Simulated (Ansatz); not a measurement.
**B3LYP/STO-3G run of AlF3 (SMILES [F][Al]([F])[F])**

What is the electronic atomisation energy of AlF3 at B3LYP/STO-3G? 

The calculation is run with Ansatz 0.2.0.

38 further runs of the same task are left out: 6 that didn't finish, 32 set aside as unsound or not needed.

## 1. The structure to begin with

The species is AlF3 (4 atoms), meant as a singlet with charge 0. SMILES: `[F][Al]([F])[F]`. The shape comes from GFN2-xTB, which is rough for such elements, and wasn't checked as a minimum.

Bond lengths: Al1–F2 1.631 Å, Al1–F3 1.631 Å, Al1–F4 1.631 Å. Angles: F2–Al1–F3 120.0°, F2–Al1–F4 120.0°, F3–Al1–F4 120.0°.

## 2. A single-point energy at B3LYP/STO-3G

The input, run.yaml:

```yaml
crystal:
  periodic: [false, false, false]
  atoms:
    - {symbol: Al, position_ang: [-0.000200, -0.000290, -0.001260]}
    - {symbol: F, position_ang: [1.630840, -0.027090, 0.013490]}
    - {symbol: F, position_ang: [-0.791540, 1.425990, -0.016640]}
    - {symbol: F, position_ang: [-0.839100, -1.398610, 0.004400]}
basis:
  gaussian:
    orbitals: STO-3G
hamiltonian:
  xc: {name: B3LYP}
accuracy: high
```

The run is started by

```sh
$ ansatz run run.yaml --threads 1 --pin off --max-ram 2610MiB --events-out events.jsonl --progress --plain --runs-dir runs
```

The program printed:

```text
Warning: RAYON_NUM_THREADS=1 ignored (pool sized by the plan → 1); use --threads N
Functional definition: B3LYP
  name "B3LYP"
  parameter a0 = 0.2
  parameter ax = 0.72
  parameter ac = 0.81
  exchange = (1 - a0 - ax)*slater_x + ax*b88_x + a0*exact_x
  correlation = (1 - ac)*vwn_rpa_c + ac*lyp_c
448 factors; integrals over basis functions are off by at most 4.3e-8 eV
mean field evaluation 1: about -14548.1849 eV, gradient 3.0e1 eV
mean field evaluation 2: about -14547.2238 eV, gradient 3.7e1 eV
mean field evaluation 4: about -14551.8249 eV, gradient 9.6e-2 eV
mean field evaluation 8: about -14551.8176 eV, gradient 5.8e-4 eV
mean field -14551.81758187 eV, -534.7694325574 hartree, gradient 7.2e-8 eV, S^2 0.000000; 0 other end points of the search recorded, 0 dependent functions left out
reference -14551.81760233 eV, -534.7694333094 hartree; 20, 20 occupied and 4, 4 virtual orbitals, 448 factors
Total energy: -14551.81760233 eV, -534.7694333094 hartree
```

Run time: 1.4 s. Hardware: 1 thread of Arm Neoverse V1, shared host; peak memory 0.099 GiB.

## 3. The Al atom at the same level

The input, molecule.yaml:

```yaml
basis:
  gaussian:
    orbitals: STO-3G
crystal:
  periodic: [false, false, false]
  atoms:
    - {symbol: Al, position_ang: [0.000000, 0.000000, 0.000000]}
magnetization:
  spin_polarized: true
  initial_magnetization: 1
hamiltonian:
  xc: {name: B3LYP}
accuracy: high
```

The run is started by

```sh
$ ansatz run molecule.yaml --threads 1 --pin off --max-ram 2610MiB --events-out events.jsonl --progress --plain --runs-dir runs
```

The program printed:

```text
Warning: RAYON_NUM_THREADS=1 ignored (pool sized by the plan → 1); use --threads N
Functional definition: B3LYP
  name "B3LYP"
  parameter a0 = 0.2
  parameter ax = 0.72
  parameter ac = 0.81
  exchange = (1 - a0 - ax)*slater_x + ax*b88_x + a0*exact_x
  correlation = (1 - ac)*vwn_rpa_c + ac*lyp_c
42 factors; integrals over basis functions are off by at most 1.7e-9 eV
mean field evaluation 1: about -6512.3969 eV, gradient 8.1e-1 eV
mean field evaluation 2: about -6512.3989 eV, gradient 1.4e-1 eV
mean field evaluation 4: about -6512.3986 eV, gradient 3.4e-3 eV
mean field evaluation 8: about -6512.3986 eV, gradient 3.7e-9 eV
mean field -6512.39864901 eV, -239.3262360887 hartree, gradient 3.0e-9 eV, S^2 0.750001; 0 other end points of the search recorded, 0 dependent functions left out
reference -6512.39866996 eV, -239.3262368587 hartree; 7, 6 occupied and 2, 3 virtual orbitals, 42 factors
Total energy: -6512.39866996 eV, -239.3262368587 hartree
```

It took 0.4 s on 1 thread of Arm Neoverse V1, shared host.

## 4. The F atom

The input, run.yaml:

```yaml
crystal:
  periodic: [false, false, false]
  atoms:
    - {symbol: F, position_ang: [0.000000, 0.000000, 0.000000]}
basis:
  gaussian:
    orbitals: STO-3G
magnetization:
  spin_polarized: true
  initial_magnetization: 1
hamiltonian:
  xc: {name: B3LYP}
accuracy: high
```

Run the same way, it converges to -98.26898 Eh (log not shown).

## 5. Summary of results

Level: B3LYP/STO-3G.

| quantity | value |
| --- | --- |
| molecule: total energy | -534.76943 Eh |
| Al atom: total energy | -239.32624 Eh |
| Al atom: ⟨S²⟩ | 0.750 |
| F atom: total energy | -98.26898 Eh |
| F atom: ⟨S²⟩ | 0.750 |
| electronic atomisation energy | 17.313 eV |

In words: Taking the molecule apart into free atoms costs 17.31 eV (1670 kJ/mol), before zero-point energy and without spin-orbit coupling. In a minimal basis such a difference can be off by several eV, whatever the method.
